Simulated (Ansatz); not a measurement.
# UPBE0/cc-pVDZ run of C2HCl2Si (SMILES C#C[Si](Cl)Cl)

What is the electronic atomisation energy of C2HCl2Si at UPBE0/cc-pVDZ? 

Program for the calculation: Ansatz 0.2.0.

69 further runs of the same task are left out: 69 set aside as unsound or not needed.

### Step 1. The structure to begin with

C2HCl2Si: 6 atoms, total charge 0, spin state doublet. SMILES: `C#C[Si](Cl)Cl`. The shape is that of a PBE0-D4/def2-TZVP optimisation.

Bond lengths: C1–C2 1.208 Å, C2–Si3 1.804 Å, Si3–Cl4 2.043 Å, Si3–Cl5 2.043 Å, C1–H6 1.066 Å. Angles: C1–C2–Si3 172.9°, C2–Si3–Cl4 109.7°, C2–Si3–Cl5 109.7°, Cl4–Si3–Cl5 110.2°, C2–C1–H6 179.0°.

### Step 2. The energy at UPBE0/cc-pVDZ

Input file input.yaml:

```yaml
crystal:
  periodic: [false, false, false]
  atoms:
    - {symbol: C, position_ang: [1.324500, 0.483500, 1.111500]}
    - {symbol: C, position_ang: [0.521500, 0.095400, 0.297200]}
    - {symbol: Si, position_ang: [-0.504400, -0.583800, -1.021800]}
    - {symbol: Cl, position_ang: [-1.914000, -1.830600, -0.226100]}
    - {symbol: Cl, position_ang: [-1.406000, 0.937000, -2.046300]}
    - {symbol: H, position_ang: [2.020400, 0.834500, 1.839400]}
basis:
  gaussian:
    orbitals: cc-pVDZ
magnetization:
  spin_polarized: true
  initial_magnetization: 1
hamiltonian:
  xc: {name: PBE0}
accuracy: high
output:
  orbitals: {seedname: orbitals}
```

Launch:

```sh
ansatz run input.yaml --threads 1 --pin off --max-ram 3480MiB --events-out events.jsonl --progress --plain --runs-dir runs
```

What it wrote:

```text
Warning: RAYON_NUM_THREADS=1 ignored (pool sized by the plan → 1); use --threads N
Functional definition: PBE0
  name "PBE0"
  parameter a = 0.25
  parameter kappa = 0.804
  parameter beta = 0.06672455060314922
  exchange = (1 - a)*pbe_x(kappa = kappa, mu = beta*pi^2/3) + a*exact_x
  correlation = pbe_c(beta = beta)
1884 factors; integrals over basis functions are off by at most 3.9e-9 eV
mean field evaluation 1: about -34994.0823 eV, gradient 2.8e1 eV
mean field evaluation 2: about -34985.1316 eV, gradient 4.5e1 eV
mean field evaluation 4: about -34998.5168 eV, gradient 7.6e0 eV
mean field evaluation 8: about -34998.9969 eV, gradient 2.8e-1 eV
mean field evaluation 16: about -34998.9974 eV, gradient 4.1e-4 eV
mean field -34998.99738395 eV, -1286.1894306875 hartree, gradient 4.9e-8 eV, S^2 0.753331; 0 other end points of the search recorded, 0 dependent functions left out
reference -34998.99738624 eV, -1286.1894307719 hartree; 31, 30 occupied and 56, 57 virtual orbitals, 1884 factors
Total energy: -34998.99738624 eV, -1286.1894307719 hartree
```

It took 20 s on 1 thread of Arm Neoverse V2, shared host; peak memory 0.46 GiB.

### Step 3. The C atom at the same level

Input file run.yaml:

```yaml
crystal:
  periodic: [false, false, false]
  atoms:
    - {symbol: C, position_ang: [0.000000, 0.000000, 0.000000]}
basis:
  gaussian: {orbitals: cc-pVDZ}
accuracy: high
magnetization: {spin_polarized: true, initial_magnetization: 2}
hamiltonian: {xc: pbe0}
```

Run the same way, it converges to -37.79901 Eh (log not shown).

### Step 4. The Cl atom at the same level

Input file molecule.yaml:

```yaml
crystal:
  periodic: [false, false, false]
  atoms:
    - {symbol: Cl, position_ang: [0.000000, 0.000000, 0.000000]}
basis:
  gaussian:
    orbitals: cc-pVDZ
hamiltonian:
  xc: pbe0
magnetization:
  spin_polarized: true
  initial_magnetization: 1
accuracy: high
```

Run the same way, it converges to -459.99033 Eh (log not shown).

### Step 5. The H atom

Input file input.yaml:

```yaml
crystal:
  periodic: [false, false, false]
  atoms:
    - {symbol: H, position_ang: [0.000000, 0.000000, 0.000000]}
basis:
  gaussian:
    orbitals: cc-pVDZ
magnetization:
  spin_polarized: true
  initial_magnetization: 1
hamiltonian:
  xc: pbe0
accuracy: high
```

Launch:

```sh
ansatz run input.yaml --threads 1 --pin off --max-ram 3480MiB --events-out events.jsonl --progress --plain --runs-dir runs
```

What it wrote, shortened:

```text
Warning: RAYON_NUM_THREADS=1 ignored (pool sized by the plan → 1); use --threads N
[... 7 set-up lines as earlier in the session ...]
15 factors; integrals over basis functions are off by at most 4.6e-8 eV
mean field evaluation 1: about -13.6122 eV, gradient 3.3e-1 eV
mean field evaluation 2: about -13.6122 eV, gradient 3.3e-1 eV
mean field evaluation 4: about -13.6136 eV, gradient 4.5e-6 eV
mean field evaluation 8: about -13.6136 eV, gradient 8.9e-11 eV
mean field -13.61357941 eV, -0.5002898156 hartree, gradient 1.3e-10 eV, S^2 0.750000; 0 other end points of the search recorded, 0 dependent functions left out
reference -13.61358076 eV, -0.5002898653 hartree; 1, 0 occupied and 4, 5 virtual orbitals, 15 factors
Total energy: -13.61358076 eV, -0.5002898653 hartree
```

Wall time 0.1 s (1 thread of Arm Neoverse V2, shared host).

### Step 6. The Si atom

Input file input.yaml:

```yaml
basis:
  gaussian: {orbitals: cc-pVDZ}
crystal:
  periodic: [false, false, false]
  atoms:
    - {symbol: Si, position_ang: [0.000000, 0.000000, 0.000000]}
magnetization: {spin_polarized: true, initial_magnetization: 2}
hamiltonian: {xc: pbe0}
accuracy: high
```

Launch:

```sh
ansatz run input.yaml --threads 1 --pin off --max-ram 3480MiB --events-out events.jsonl --progress --plain --runs-dir runs
```

What it wrote, shortened:

```text
Warning: RAYON_NUM_THREADS=1 ignored (pool sized by the plan → 1); use --threads N
[... 7 set-up lines as earlier in the session ...]
144 factors; integrals over basis functions are off by at most 3.2e-9 eV
mean field evaluation 1: about -7870.7604 eV, gradient 2.1e0 eV
mean field evaluation 2: about -7870.8166 eV, gradient 5.1e-1 eV
mean field evaluation 4: about -7870.8214 eV, gradient 1.3e-1 eV
mean field evaluation 8: about -7870.8215 eV, gradient 2.9e-4 eV
mean field -7870.82154183 eV, -289.2473566279 hartree, gradient 1.2e-8 eV, S^2 2.004404; 0 other end points of the search recorded, 0 dependent functions left out
reference -7870.82154328 eV, -289.2473566810 hartree; 8, 6 occupied and 10, 12 virtual orbitals, 144 factors
Total energy: -7870.82154328 eV, -289.2473566810 hartree
```

Wall time 0.53 s (1 thread of Arm Neoverse V2, shared host).

### Step 7. Results

At UPBE0/cc-pVDZ:

| quantity | value |
| --- | --- |
| molecule: total energy | -1286.18943 Eh |
| molecule: HOMO energy (highest over α and β) | -6.64 eV |
| molecule: LUMO energy (lowest over α and β) | -3.12 eV |
| molecule: ⟨S²⟩ | 0.753 |
| C atom: total energy | -37.79901 Eh |
| C atom: ⟨S²⟩ | 2.003 |
| Cl atom: total energy | -459.99033 Eh |
| Cl atom: ⟨S²⟩ | 0.752 |
| H atom: total energy | -0.50029 Eh |
| H atom: ⟨S²⟩ | 0.750 |
| Si atom: total energy | -289.24736 Eh |
| Si atom: ⟨S²⟩ | 2.004 |
| electronic atomisation energy | 23.486 eV |

Taking the molecule apart into free atoms costs 23.49 eV (542 kcal/mol), before zero-point energy and without spin-orbit coupling.
